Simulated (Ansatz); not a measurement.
**BGaH₂OSSe: a ladder of functionals and wavefunction methods**

One table from this session's results is given with a row withheld; the runs are named, their logs left out.

The runs use Ansatz 0.2.0, Gaussian basis; functionals in def2-TZVPP, the program's frozen cores in correlated methods.

Levels to be run: LDA (SPW92), PBE-D4, revPBE-D4, BLYP-D4, r2SCAN-D4, B97M-V, PBE0-D4, B3LYP-D4, r2SCANh-D4, r2SCAN0-D4, HSE06-D4, BHLYP-D4, CAM-B3LYP-D4, LC-ωPBE, ωB97X-V, ωB97M-V, B2PLYP, PBE-QIDH; CCSD(T)/def2-SVP; MP2/def2-TZVPP; MP2/def2-QZVPP; RPA on PBE.

1 further run of the same task is left out (it didn't finish).

### The relaxed structure

The geometry comes from an earlier relaxation with PBE0-D4 in a triple-zeta def2 set; it is a stationary point, not always the lowest conformer.

SMILES `[SeH]B1[O][GaH][S]1`, 7 atoms, charge 0, spin multiplicity 1.

Atoms are counted from 1 here; the program's logs count them from 0.

Bond lengths: Se1–B2 1.947 Å, Se1–H6 1.466 Å, B2–O3 1.355 Å, B2–S5 1.878 Å, O3–Ga4 1.850 Å, Ga4–S5 2.191 Å, Ga4–H7 1.540 Å. Angles: B2–Se1–H6 94.8°, Se1–B2–O3 121.8°, Se1–B2–S5 124.6°, O3–B2–S5 113.6°, B2–O3–Ga4 92.5°, O3–Ga4–S5 84.1°, O3–Ga4–H7 128.7°, S5–Ga4–H7 147.1°, B2–S5–Ga4 69.8°.

The first run:

Contents of in.yaml:

```yaml
crystal:
  periodic: [false, false, false]
  atoms:
    - {symbol: Se, position_ang: [-1.861386, 0.577707, 1.564247]}
    - {symbol: B, position_ang: [-0.456405, 0.056929, 0.321177]}
    - {symbol: O, position_ang: [-0.555736, -1.057636, -0.442544]}
    - {symbol: Ga, position_ang: [1.091714, -0.763430, -1.231471]}
    - {symbol: S, position_ang: [1.138516, 1.010621, 0.052723]}
    - {symbol: H, position_ang: [-1.170780, 1.783336, 2.033411]}
    - {symbol: H, position_ang: [1.814067, -1.607528, -2.297544]}
basis:
  gaussian: {orbitals: def2-TZVPP}
hamiltonian: {xc: lda}
output: {orbitals: {seedname: orbitals}}
```

The run is started by

```
$ ansatz run in.yaml --threads 2 --pin off --events-out ev --progress --plain --max-ram 4352MiB
```

Among the steps run: LDA; PBE-D4 (GGA); revPBE-D4 (GGA); BLYP-D4 (GGA); r2SCAN-D4 (meta-GGA); B97M-V (meta-GGA); PBE0-D4 (hybrid); B3LYP-D4 (hybrid); r2SCANh-D4 (hybrid); r2SCAN0-D4 (hybrid); HSE06-D4 (hybrid); BHLYP-D4 (hybrid); CAM-B3LYP-D4 (range-separated); LC-ωPBE (range-separated); ωB97X-V (range-separated); ωB97M-V (range-separated); B2PLYP (double hybrid); PBE-QIDH (double hybrid).

One table of the session follows, with a row left open; its other results are not shown here.

It belongs to the step «Orbital energies across the functionals». 

| functional | HOMO (eV) | LUMO (eV) | gap (eV) |
| --- | --- | --- | --- |
| LDA (SPW92) | -6.20 | -2.71 | 3.49 |
| PBE-D4 | -6.02 | -2.44 | 3.59 |
| revPBE-D4 | -5.96 | -2.32 | 3.64 |
| BLYP-D4 | -5.84 | -2.37 | 3.48 |
| r2SCAN-D4 | -6.28 | -2.19 | 4.10 |
| B97M-V | -6.31 | -2.34 | 3.97 |
| PBE0-D4 | -7.09 | -1.68 | 5.42 |
| B3LYP-D4 | -6.86 | -1.93 | 4.92 |
| r2SCANh-D4 | -6.68 | -1.92 | 4.76 |
| r2SCAN0-D4 | ? | ? | ? |
| HSE06-D4 | -6.70 | -2.04 | 4.66 |
| BHLYP-D4 | -8.02 | -0.94 | 7.08 |
| CAM-B3LYP-D4 | -8.33 | -0.81 | 7.52 |
| LC-ωPBE | -9.67 | 0.34 | 10.01 |
| ωB97X-V | -9.33 | 0.22 | 9.54 |
| ωB97M-V | -9.19 | 0.01 | 9.19 |

**Question.** Estimate the row for r2SCAN0-D4.

Worked estimate for «HOMO (eV)». Against the share of exact exchange, r2SCAN-D4 (0, -6.28), r2SCANh-D4 (0.1, -6.68) give a slope of -4.00 per unit share; at 0.25 the line stands at -7.28.

**Answer.** HOMO (eV): -7.27; LUMO (eV): -1.52; gap (eV): 5.75. In «HOMO (eV)» the line misses by -0.01.
